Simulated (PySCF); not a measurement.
# C2H7BF2Si: the cost of one run

Computed with PySCF 2.14.0, with density-fitted response routines of our own, on a single molecule in the gas phase. Atoms are numbered from 0 throughout.

### Step 1. The starting structure

13 atoms, charge 0, multiplicity 1; geometry from: GFN2-xTB. The atoms were then displaced at random by about 0.01 Å, so the start is not that level's minimum.

Bonds of the start (Å): F0–B1 1.30, B1–F2 1.33, B1–C3 1.59, C3–C4 1.51, C4–Si5 1.91, C3–H6 1.09, C3–H7 1.11, C4–H8 1.07, C4–H9 1.09, Si5–H10 1.45, Si5–H11 1.48, Si5–H12 1.47.

### Step 2. Geometry optimisation at PBE0-D3(BJ)/def2-SVP

Job settings and geometry (Å):

```
{"job": {"xc": "PBE0", "basis": "def2-SVP", "d3": "d3bj", "grid": 1, "shake": 0.01, "kind": "geom"}, "charge": 0, "multiplicity": 1}
F     -1.464240     1.644650    -0.579230
B     -1.719120     0.656010     0.230350
F     -2.726870     0.879780     1.065040
C     -0.888650    -0.698140     0.191350
C      0.367290    -0.672520    -0.641830
Si     1.702520     0.466720     0.117550
H     -0.693870    -1.029530     1.215140
H     -1.577860    -1.461040    -0.217390
H      0.131950    -0.323350    -1.621950
H      0.753900    -1.685020    -0.715930
H      2.877970     0.401680    -0.735560
H      2.046320    -0.043800     1.462590
H      1.196480     1.847670     0.219550
```

Started as:

```
$ OMP_NUM_THREADS=1 python probes_run.py task.json out
```

The driver reads the jobs from task.json and runs them one after another.

Q: Estimate the wall time and peak memory of this first job on 1 thread of Arm Neoverse V1, shared host.

About 1.8 min, with a peak of 0.53 GiB.
